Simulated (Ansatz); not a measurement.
# C3H4F2 (SMILES F/C=C\CF) at PBE0/6-31G(d) (spherical functions)

What is the electronic atomisation energy of C3H4F2 at PBE0/6-31G* (spherical functions)? 

The calculation is run with Ansatz 0.2.0.

47 further runs of the same task are left out: 47 set aside as unsound or not needed.

## (1) Starting point

The species is C3H4F2 (9 atoms), meant as a singlet with charge 0. As SMILES, `F/C=C\CF`. The shape is that of a PBE0-D4/def2-TZVP optimisation. This is one conformer, not always the lowest.

Bond lengths: F1–C2 1.336 Å, C2–C3 1.320 Å, C3–C4 1.485 Å, C4–F5 1.387 Å, C2–H6 1.084 Å, C3–H7 1.084 Å, C4–H8 1.095 Å, C4–H9 1.091 Å. Some angles: F1–C2–C3 122.6°, C2–C3–C4 124.9°, C3–C4–F5 109.9°, F1–C2–H6 112.2°, C3–C2–H6 125.2°, C2–C3–H7 117.2°, C4–C3–H7 117.9°, C3–C4–H8 111.0°, C3–C4–H9 111.5°, F5–C4–H8 107.0°.

## (2) A single-point energy at PBE0/6-31G(d) (spherical functions)

The input, input.yaml:

```yaml
crystal:
  periodic: [false, false, false]
  atoms:
    - {symbol: F, position_ang: [-1.771300, 0.696200, -0.764200]}
    - {symbol: C, position_ang: [-0.756800, -0.083800, -1.148800]}
    - {symbol: C, position_ang: [0.269900, -0.355400, -0.364300]}
    - {symbol: C, position_ang: [0.439500, 0.155200, 1.019400]}
    - {symbol: F, position_ang: [1.656600, 0.811400, 1.133700]}
    - {symbol: H, position_ang: [-0.888900, -0.458700, -2.156900]}
    - {symbol: H, position_ang: [1.042400, -1.001300, -0.765600]}
    - {symbol: H, position_ang: [0.449800, -0.666700, 1.742700]}
    - {symbol: H, position_ang: [-0.352600, 0.856800, 1.286900]}
basis:
  gaussian:
    orbitals: 6-31G_st_-spherical.json
hamiltonian:
  xc: pbe0
accuracy: high
output: {orbitals: {seedname: orbitals}}
```

The basis set 6-31G* is read from a file made from the Basis Set Exchange's data (not shown).

The run is started by

```bash
$ ansatz run input.yaml --threads 1 --pin off --max-ram 3480MiB --events-out events.jsonl --progress --plain --runs-dir runs
```

Log:

```text
Warning: RAYON_NUM_THREADS=1 ignored (pool sized by the plan → 1); use --threads N
Functional definition: PBE0
  name "PBE0"
  parameter a = 0.25
  parameter kappa = 0.804
  parameter beta = 0.06672455060314922
  exchange = (1 - a)*pbe_x(kappa = kappa, mu = beta*pi^2/3) + a*exact_x
  correlation = pbe_c(beta = beta)
1845 factors; integrals over basis functions are off by at most 3.1e-9 eV
mean field evaluation 1: about -8596.5875 eV, gradient 3.5e1 eV
mean field evaluation 2: about -8596.2604 eV, gradient 3.6e1 eV
mean field evaluation 4: about -8599.2477 eV, gradient 1.7e0 eV
mean field evaluation 8: about -8599.5216 eV, gradient 1.4e-1 eV
mean field evaluation 16: about -8599.5216 eV, gradient 9.4e-5 eV
mean field -8599.52162389 eV, -316.0265907130 hartree, gradient 9.2e-8 eV, S^2 0.000000; 0 other end points of the search recorded, 0 dependent functions left out
reference -8599.52162532 eV, -316.0265907653 hartree; 20, 20 occupied and 58, 58 virtual orbitals, 1845 factors
Total energy: -8599.52162532 eV, -316.0265907653 hartree
```

It took 6.3 s on 1 thread of Arm Neoverse V2, shared host; peak memory 0.24 GiB.

## (3) The C atom, same level

The input, in.yaml:

```yaml
crystal:
  periodic: [false, false, false]
  atoms:
    - {symbol: C, position_ang: [0.000000, 0.000000, 0.000000]}
basis:
  gaussian:
    orbitals: 6-31G_st_-spherical.json
magnetization:
  spin_polarized: true
  initial_magnetization: 2
hamiltonian:
  xc: {name: PBE0}
accuracy: high
```

The basis set 6-31G* is read from a file made from the Basis Set Exchange's data (not shown).

Run the same way, it converges to -37.79246 Eh (log not shown).

## (4) The F atom, same level

The input, in.yaml:

```yaml
crystal:
  periodic: [false, false, false]
  atoms:
    - {symbol: F, position_ang: [0.000000, 0.000000, 0.000000]}
basis:
  gaussian:
    orbitals: 6-31G_st_-spherical.json
magnetization:
  spin_polarized: true
  initial_magnetization: 1
accuracy: high
hamiltonian:
  xc: pbe0
```

The basis set 6-31G* is read from a file made from the Basis Set Exchange's data (not shown).

Run the same way, it converges to -99.62354 Eh (log not shown).

## (5) The H atom, same level

The input, input.yaml:

```yaml
crystal:
  periodic: [false, false, false]
  atoms:
    - {symbol: H, position_ang: [0.000000, 0.000000, 0.000000]}
basis:
  gaussian:
    orbitals: "6-31G*"
magnetization:
  spin_polarized: true
  initial_magnetization: 1
hamiltonian:
  xc: pbe0
accuracy: high
```

Run the same way, it converges to -0.49911 Eh (log not shown).

## (6) Summary of results

At PBE0/6-31G* (spherical functions):

```
                     quantity          value
       molecule: total energy  -316.02659 Eh
        molecule: HOMO energy       -7.52 eV
        molecule: LUMO energy        0.41 eV
      molecule: HOMO–LUMO gap        7.93 eV
         C atom: total energy   -37.79246 Eh
                 C atom: ⟨S²⟩          2.002
         F atom: total energy   -99.62354 Eh
                 F atom: ⟨S²⟩          0.751
         H atom: total energy    -0.49911 Eh
                 H atom: ⟨S²⟩          0.750
electronic atomisation energy      38.251 eV
```

In words: Taking the molecule apart into free atoms costs 38.25 eV (3691 kJ/mol), before zero-point energy and without spin-orbit coupling.
